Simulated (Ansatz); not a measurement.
# EuAl4RhSi2: the cost of one run

Program: Ansatz 0.2.0. Level of theory: DFT r²SCAN, scalar-relativistic, plane waves, PAW. These are calculated values, not measurements.

### 1 Starting point

The cell holds 15 atoms (Al8Eu2Rh2Si3): a = 5.903 Å, b = 5.903 Å, c = 8.219 Å, α = 90.00°, β = 90.00°, γ = 90.00°.

Coordinates:

```
CELL_PARAMETERS angstrom
4.17399 -4.17399 0.00000
4.17399 4.17399 0.00000
0.00000 0.00000 8.21859
ATOMIC_POSITIONS crystal
Eu 0.50000 0.50000 0.50000
Eu 0.00000 0.00000 0.50000
Al 0.75000 0.25000 0.16770
Al 0.25000 0.75000 0.16770
Al 0.25000 0.25000 0.16770
Al 0.75000 0.75000 0.16770
Al 0.75000 0.25000 0.83230
Al 0.25000 0.75000 0.83230
Al 0.75000 0.75000 0.83230
Al 0.25000 0.25000 0.83230
Si 0.50000 0.00000 0.35757
Si 0.00000 0.50000 0.64243
Si 0.50000 0.00000 0.64243
Rh 0.00000 0.00000 0.00000
Rh 0.50000 0.50000 0.00000
```

The host was relaxed before at r²SCAN: a = 4.190 Å, b = 4.190 Å, c = 8.317 Å, α = 90.00°, β = 90.00°, γ = 90.00° (conventional cell), 18.250 Å³/atom.

Places, in fractions of the supercell: a vacancy on Si at (0.000, 0.500, 0.358). The start keeps the symmetry of the ideal site.

### 2 The perfect crystal in the supercell of 16 atoms

Input file input.yaml:

```yaml
crystal:
  lattice:
    - [4.173990365, -4.173990365, 0.0]
    - [4.173990365, 4.173990365, 0.0]
    - [0.0, 0.0, 8.2185894357]
  atoms:
    - { symbol: Eu, position: [0.5, 0.5, 0.5], spin: 7.45 }
    - { symbol: Eu, position: [0.0, 0.0, 0.5], spin: 7.45 }
    - { symbol: Al, position: [0.75, 0.25, 0.1677040506] }
    - { symbol: Al, position: [0.25, 0.75, 0.1677040506] }
    - { symbol: Al, position: [0.25, 0.25, 0.1677040506] }
    - { symbol: Al, position: [0.75, 0.75, 0.1677040506] }
    - { symbol: Al, position: [0.75, 0.25, 0.8322959494] }
    - { symbol: Al, position: [0.25, 0.75, 0.8322959494] }
    - { symbol: Al, position: [0.75, 0.75, 0.8322959494] }
    - { symbol: Al, position: [0.25, 0.25, 0.8322959494] }
    - { symbol: Si, position: [0.0, 0.5, 0.357567299] }
    - { symbol: Si, position: [0.5, 0.0, 0.357567299] }
    - { symbol: Si, position: [0.0, 0.5, 0.642432701] }
    - { symbol: Si, position: [0.5, 0.0, 0.642432701] }
    - { symbol: Rh, position: [0.0, 0.0, 0.0] }
    - { symbol: Rh, position: [0.5, 0.5, 0.0] }
basis:
  ecutwfc: 500
  xc_grid: 3
kpoints:
  mp_grid: { grid: [4, 4, 3], shift: [0.5, 0.5, 0.0] }
hamiltonian:
  xc: r2scan
scf:
  occupations: { method: gaussian, width: 0.05 }
  lower_state_search: "off"
output:
  forces: true
  stress: true
  eigenvalues: true
  populations: true
  hubbard: { sites: [{ species: Eu, l: f }] }
  write_density: true
  write_potential: true
  elf: true
  volumetric_format: npy
magnetization:
  spin_polarized: true
```

On the command line:

```
> ansatz run input.yaml --threads 8 --pin off --max-ram 14336MiB --backend cpu --events-out ev --progress --plain --runs-dir out
```

What time and memory should one allow on 8 threads of Intel Xeon at 2.60GHz (Ice Lake), shared host?

About 11 s, with a peak of 1.8 GiB.
